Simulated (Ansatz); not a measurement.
# C2H5NTe: the cost of one run

Program: the Python package of Ansatz 0.2.0. Level of theory: B3LYP/def2-TZVP. These are calculated values, not measurements.

## Step 1: The structure

Bond lengths: C1–N2 1.266 Å, N2–C3 1.420 Å, C3–Te4 2.160 Å, C1–H5 1.046 Å, C1–H6 1.157 Å, C3–H7 1.081 Å, C3–H8 1.177 Å, Te4–H9 1.805 Å. Angles: C1–N2–C3 120.5°, N2–C1–H5 126.6°, N2–C1–H6 117.3°, H5–C1–H6 116.1°, N2–C3–Te4 111.8°, N2–C3–H7 112.4°, N2–C3–H8 109.9°, Te4–C3–H7 109.3°, Te4–C3–H8 105.6°, H7–C3–H8 107.5°, C3–Te4–H9 89.0°.

c2h5nte.xyz, read by the script:

```xyz
9

C     0.07170    1.20810   -0.90590
N    -0.43620    0.05570   -0.78120
C     0.22390   -0.94310   -0.01690
Te    0.22700   -0.47080    2.09050
H     0.95840    1.54920   -0.46790
H    -0.52930    1.98940   -1.51180
H    -0.20670   -1.92430   -0.16190
H     1.35670   -1.00460   -0.33010
H    -1.57710   -0.50580    2.06810
```

## Step 2: The code

Contents of tae.py:

```python
"""Energy to split C2H5NTe into its atoms."""

from collections import Counter

import ansatz as az


def single_point(molecule, charge=0, unpaired=0):
    calc = molecule.calculation().basis(gaussian="def2-TZVP").functional("b3lyp")
    if charge:
        calc = calc.charge(charge)
    if unpaired:
        calc = calc.spin("collinear", total=unpaired)
    report = calc.run(threads=1, pin="off").report
    if report["published_state_doubts"]:
        print("  doubts:", report["published_state_doubts"])
    return report["free_energy_ev"]

molecule = az.Crystal.molecule_from_extxyz("c2h5nte.xyz")

# unpaired electrons of the ground-state atoms
unpaired = {"C": 2, "N": 3, "Te": 2, "H": 1}
counts = Counter(site.symbol for site in molecule.cartesian_sites)
atom_energy = {s: single_point(az.Crystal.molecule().atom(s, (0, 0, 0)), 0, unpaired[s]) for s in counts}
whole = single_point(molecule, 0, 0)
for s, e in atom_energy.items():
    print(f"{s:2s} x{counts[s]}  {e:14.5f} eV")
print(f"C2H5NTe: {whole:.5f} eV")
split = sum(counts[s] * e for s, e in atom_energy.items()) - whole
print(f"atomisation energy (no zero-point term): {96.485332 * split:.1f} kJ/mol, {split / sum(counts.values()):.3f} eV an atom")
```

## Step 3: The run

On the command line:

```sh
python tae.py
```

Q: Estimate wall time and peak memory on 1 thread of Arm Neoverse V1, shared host.

About 8.1 s, with a peak of 0.32 GiB.
